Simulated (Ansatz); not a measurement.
# Si: molecular dynamics

The plan is to ramp the temperature up and watch the lattice. Runs: 190 steps of 2 fs under a Langevin thermostat, set from 300 K to 2000 K by a schedule. The start is the crystal (diamond).

Method: DFT PBE, plane waves, PAW, scalar-relativistic, no spin polarisation, in Ansatz 0.2.0.

### 1 The structure to begin with

The cell holds 16 atoms (Si16): a = 7.679 Å, b = 7.679 Å, c = 7.679 Å, α = 60.00°, β = 60.00°, γ = 60.00°.

Structure file:

```
CELL_PARAMETERS angstrom
0.00000 5.43000 5.43000
5.43000 0.00000 5.43000
5.43000 5.43000 0.00000
ATOMIC_POSITIONS crystal
Si 0.00000 0.00000 0.00000
Si 0.12500 0.12500 0.12500
Si 0.00000 0.00000 0.50000
Si 0.12500 0.12500 0.62500
Si 0.00000 0.50000 0.00000
Si 0.12500 0.62500 0.12500
Si 0.00000 0.50000 0.50000
Si 0.12500 0.62500 0.62500
Si 0.50000 0.00000 0.00000
Si 0.62500 0.12500 0.12500
Si 0.50000 0.00000 0.50000
Si 0.62500 0.12500 0.62500
Si 0.50000 0.50000 0.00000
Si 0.62500 0.62500 0.12500
Si 0.50000 0.50000 0.50000
Si 0.62500 0.62500 0.62500
```

### 2 The run

190 steps of 2 fs under a Langevin thermostat, set from 300 K to 2000 K by a schedule.

File input.yaml:

```yaml
crystal:
  lattice:
    - [0.0, 5.43, 5.43]
    - [5.43, 0.0, 5.43]
    - [5.43, 5.43, 0.0]
  atoms:
    - { symbol: Si, position: [0.0, 0.0, 0.0] }
    - { symbol: Si, position: [0.125, 0.125, 0.125] }
    - { symbol: Si, position: [0.0, 0.0, 0.5] }
    - { symbol: Si, position: [0.125, 0.125, 0.625] }
    - { symbol: Si, position: [0.0, 0.5, 0.0] }
    - { symbol: Si, position: [0.125, 0.625, 0.125] }
    - { symbol: Si, position: [0.0, 0.5, 0.5] }
    - { symbol: Si, position: [0.125, 0.625, 0.625] }
    - { symbol: Si, position: [0.5, 0.0, 0.0] }
    - { symbol: Si, position: [0.625, 0.125, 0.125] }
    - { symbol: Si, position: [0.5, 0.0, 0.5] }
    - { symbol: Si, position: [0.625, 0.125, 0.625] }
    - { symbol: Si, position: [0.5, 0.5, 0.0] }
    - { symbol: Si, position: [0.625, 0.625, 0.125] }
    - { symbol: Si, position: [0.5, 0.5, 0.5] }
    - { symbol: Si, position: [0.625, 0.625, 0.625] }
basis:
  ecutwfc: 420.0
kpoints:
  mp_grid: { grid: [3, 3, 3] }
hamiltonian:
  xc: pbe
scf:
  occupations: { method: fermi_dirac, width: 0.17 }
  lower_state_search: "off"
md:
  timestep: 2
  n_steps: 190
  ensemble: nvt_langevin
  temperature: 300.0
  initial_velocities: maxwell_boltzmann
  seed: 578613
  friction: 0.02
  temperature_schedule: [{ n_steps: 190, end_temperature: 2000.0 }]
```

Command:

```bash
ansatz run input.yaml --threads 2 --pin off --max-ram 5120MiB --backend cpu --events-out ev --progress --plain --runs-dir out
```

**Question.** What will these runs give? Wanted: temperature, first and last step; temperature, second half; potential energy, second half; mean square displacement, second half.

The runs gave:

| quantity | value |
| --- | --- |
| length | 190 steps of 2 fs |
| temperature, first and last step | 281 and 2247 K |
| temperature, second half | mean 1275 K, from 633 to 2247 K |
| potential energy, second half | +160 meV/atom from the start |
| mean square displacement, second half | Si 0.097 Å² |

In words: Under a schedule from 300 to 2000 K over 380 fs, the atoms average 1959 K over the last tenth of the run. Such a rate, of order 10^16 K/s, is far beyond any furnace or quench. Counted from the crystal's sites, with the common drift removed, the atoms stand 0.38 Å away over the last tenth of the run (root mean square), 16 % of the neighbour distance: near the range, 10 to 20 % and a little above, in which crystals usually melt. 380 fs on 16 atoms is far too short and small for converged averages.
